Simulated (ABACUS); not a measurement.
Here is an ABACUS 3.10.1 calculation.

Contents of INPUT:

```
INPUT_PARAMETERS
suffix              MoSe
calculation         scf
basis_type          pw
pseudo_dir          ./
symmetry            1
dft_functional      pbe
ecutwfc             87
pseudo_rcut         7
nspin               1
nbands              19
ks_solver           dav
smearing_method     fd
smearing_sigma      0.00367493
scf_thr             1e-08
scf_nmax            100
mixing_type         broyden
mixing_beta         0.7
cal_force           1
cal_stress          1
out_chg             1
out_pot             2
out_elf             1
```

The input STRU:

```
ATOMIC_SPECIES
Mo 95.9500 Mo.upf
Se 78.9710 Se.upf

LATTICE_CONSTANT
1.8897261246

LATTICE_VECTORS
0.0000000000 2.8928795100 2.8928795100
2.8928795100 0.0000000000 2.8928795100
2.8928795100 2.8928795100 0.0000000000

ATOMIC_POSITIONS
Direct

Mo
0.0
1
0.0000000000 0.0000000000 0.0000000000 1 1 1

Se
0.0
1
0.5000000000 0.5000000000 0.5000000000 1 1 1
```

Contents of KPT:

```
K_POINTS
0
Gamma
8 8 8 0 0 0
```

Potentials or basis: PseudoDojo NC SR 0.4.1 PBE standard, plane waves.

Launch:

```sh
$ OMP_NUM_THREADS=1 mpirun -np 4 abacus > log
```

Problem. What does it give for the band gap on the k mesh?

Solution. None (metal or under the smearing width).

Problem. Estimate the pressure.

Solution. -20.3 GPa.

Caveat: so large a pressure means that the cell lies far from this level's equilibrium, or that cutoff or potentials fall short.
